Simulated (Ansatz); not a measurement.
**CH9AsSi2: up Jacob's ladder to CCSD(T)**

One table from this session's results is given with a row withheld; the runs are named, their logs left out.

The runs use Ansatz 0.2.0, Gaussian basis; functionals in def2-TZVPP, the program's frozen cores in correlated methods.

Plan: PBE-D4, r2SCAN-D4, PBE0-D4, B3LYP-D4, ωB97X-V, ωB97M-V, B2PLYP; CCSD(T)/def2-TZVPP; MP2/def2-QZVPP; extrapolation to the limit.

## The relaxed structure

The geometry comes from an earlier relaxation with PBE0-D4 in a triple-zeta def2 set; it is a stationary point, not always the lowest conformer.

13 atoms, charge 0, spin multiplicity 1.

Atoms are counted from 1 here; the program's logs count them from 0.

Bond lengths: C1–Si2 1.878 Å, C1–H5 1.092 Å, C1–H6 1.092 Å, C1–H7 1.092 Å, Si2–Si3 2.336 Å, Si2–As4 2.374 Å, Si2–H8 1.492 Å, Si3–H9 1.490 Å, Si3–H10 1.491 Å, Si3–H11 1.488 Å, As4–H12 1.523 Å, As4–H13 1.524 Å. Angles: Si2–C1–H5 110.7°, Si2–C1–H6 110.8°, Si2–C1–H7 110.7°, H5–C1–H6 108.2°, H5–C1–H7 108.3°, H6–C1–H7 108.1°, C1–Si2–Si3 112.0°, C1–Si2–As4 108.7°, C1–Si2–H8 109.7°, Si3–Si2–As4 110.8°, Si3–Si2–H8 109.4°, As4–Si2–H8 106.0°, Si2–Si3–H9 109.3°, Si2–Si3–H10 112.4°, Si2–Si3–H11 110.0°, H9–Si3–H10 108.1°, H9–Si3–H11 108.4°, H10–Si3–H11 108.5° and more.

The first run:

Input file in.yaml:

```yaml
crystal:
  periodic: [false, false, false]
  atoms:
    - {symbol: C, position_ang: [-0.920220, 1.588494, -0.666985]}
    - {symbol: Si, position_ang: [-0.564604, -0.226149, -0.338717]}
    - {symbol: Si, position_ang: [1.724062, -0.691797, -0.377991]}
    - {symbol: As, position_ang: [-1.509322, -0.820963, 1.756481]}
    - {symbol: H, position_ang: [-1.994167, 1.784455, -0.628661]}
    - {symbol: H, position_ang: [-0.430836, 2.220106, 0.077845]}
    - {symbol: H, position_ang: [-0.553591, 1.880800, -1.653744]}
    - {symbol: H, position_ang: [-1.258452, -1.067755, -1.356596]}
    - {symbol: H, position_ang: [2.405005, 0.097530, 0.685956]}
    - {symbol: H, position_ang: [2.351743, -0.346420, -1.685145]}
    - {symbol: H, position_ang: [1.954423, -2.137682, -0.111751]}
    - {symbol: H, position_ang: [-0.798934, -2.167385, 1.780469]}
    - {symbol: H, position_ang: [-0.384608, -0.147733, 2.533636]}
basis:
  gaussian: {orbitals: def2-TZVPP}
hamiltonian: {xc: pbe, dispersion: d4}
output: {forces: true, orbitals: {seedname: orbitals}}
```

Run with:

```console
$ ansatz run in.yaml --threads 4 --pin off --events-out ev --progress --plain --max-ram 10444MiB
```

Among the steps run: PBE-D4 (GGA); r2SCAN-D4 (meta-GGA); PBE0-D4 (hybrid); B3LYP-D4 (hybrid); ωB97X-V (range-separated); ωB97M-V (range-separated); B2PLYP (double hybrid); CCSD(T) in def2-TZVPP; MP2 in def2-QZVPP.

One table of the session follows, with a row left open; its other results are not shown here.

```
            method  atomisation energy (kcal/mol)
            PBE-D4                          954.1
         r2SCAN-D4                          956.7
           PBE0-D4                          949.4
          B3LYP-D4                          958.2
           ωB97X-V                          965.1
           ωB97M-V                          955.1
            B2PLYP                          941.2
     HF/def2-TZVPP                              ?
    MP2/def2-TZVPP                          922.5
   CCSD/def2-TZVPP                          922.7
CCSD(T)/def2-TZVPP                          932.6
           MP2/CBS                          945.8
       CCSD(T)/CBS                          956.0
```

Q: Estimate the row for HF/def2-TZVPP from the others.

**Answer.** atomisation energy (kcal/mol): 710.7. In the column «atomisation energy (kcal/mol)» it is the lowest.
